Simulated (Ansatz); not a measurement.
Predict the output of the script below (the Python package of Ansatz (0.2.0)).

The script, `pipeline_limg2.py`:
```python
'''From the given cell of LiMg2 to a relaxed cell, its gap and its density of states.'''

import warnings

import ansatz as az
from ase import Atoms
import numpy as np

OCCUPATIONS = 'fermi_dirac'
WIDTH_EV = 0.05


def count_gap(report):
    # lowest empty less highest filled band, counting bands; zero where they overlap
    return max(report.get('gap_by_band_count_ev') or 0.0, 0.0)


def with_settings(crystal, spacing):
    return (
        crystal.calculation()
        .functional(az.Functional.PBESOL)
        .occupations(OCCUPATIONS, width=WIDTH_EV)
        .kpoints(spacing=spacing)
    )


def main() -> None:
    warnings.simplefilter('ignore', az.DeckWarning)

    atoms = Atoms(
        ['Li', 'Mg', 'Mg'],
        scaled_positions=[
            (0.5, 0.5, 0.5),
            (0.84132, 0.84132, 0.84114),
            (0.15868, 0.15868, 0.15886),
        ],
        cell=[
            (5.43018, -1.72692, 0.0),
            (5.43018, 1.72692, 0.0),
            (-1.09797, 0.0, 3.28635),
        ],
        pbc=True,
    )
    cell = az.Crystal.from_ase(atoms)

    relaxed = with_settings(cell, 0.34).relax(cell=True, force_tolerance=0.02, max_steps=40).checkpoint(write='relax.run', compress=False).run(threads=1)
    cell = np.asarray(relaxed.lattice.cell_ang)
    print('relaxed edges (A):', np.linalg.norm(cell, axis=1).round(4), ' volume:', round(abs(np.linalg.det(cell)), 3), 'A^3')
    for site in relaxed.lattice.sites:
        print(' ', site.symbol, np.round(site.position_frac, 4) + 0.0)

    final = az.Crystal.from_checkpoint('relax.run')
    out = with_settings(final, 0.26).functional('lda').stress().band_table().density_of_states(energy_step=0.05).run(threads=1)
    rep = out.report
    dos = out.density_of_states()
    print(f'pressure at the relaxed cell {np.trace(rep["stress_gpa"]) / 3:.3f} GPa, gap by band count {count_gap(rep):.3f} eV')
    if count_gap(rep) == 0:
        print('states/eV at the Fermi level:', round(float(np.interp(dos.fermi_ev, dos.energies_ev, dos.spin_summed_g_bin_mean_per_ev)), 3))


if __name__ == '__main__':
    main()
```

```console
$ python pipeline_limg2.py
relaxed edges (A): [5.6864 5.6864 3.4656]  volume: 61.615 A^3
  Li [0.5 0.5 0.5]
  Mg [0.842 0.842 0.842]
  Mg [0.158 0.158 0.158]
pressure at the relaxed cell -1.448 GPa, gap by band count 0.000 eV
states/eV at the Fermi level: 1.081
```

Notes:
- For a metal this k-point mesh is coarse: on a finer one energies can move by several to tens of meV an atom and pressures by half a GPa or more, differences at one mesh by less.
- An absolute Fermi energy rests on an arbitrary zero of the periodic potential and has no direct meaning.
- Within a few hundredths of an angstrom the cell has the higher group I4/mmm; the lower one is a small distortion.
- A gap by band count of zero or less means overlapping bands, a metal, and at an odd count of electrons it is no gap at all.
- The cell relaxed to the group I4/mmm; tensors and edges are in the axes of the typed cell.
- The structure comes from a database of computed cells and needn't be a stable or known phase.
- Levels are Kohn-Sham eigenvalues on this mesh.
- Where the second run takes another functional or mesh than the relaxation, its pressure isn't zero; pressure is positive in compression.
- The computed bands are complete only to about 2.0 eV above the Fermi level; beyond that the density of states is undercounted.
- Timing: 19 s on 1 thread of Arm Neoverse V2, with other jobs on the host, peak memory 0.48 GiB.
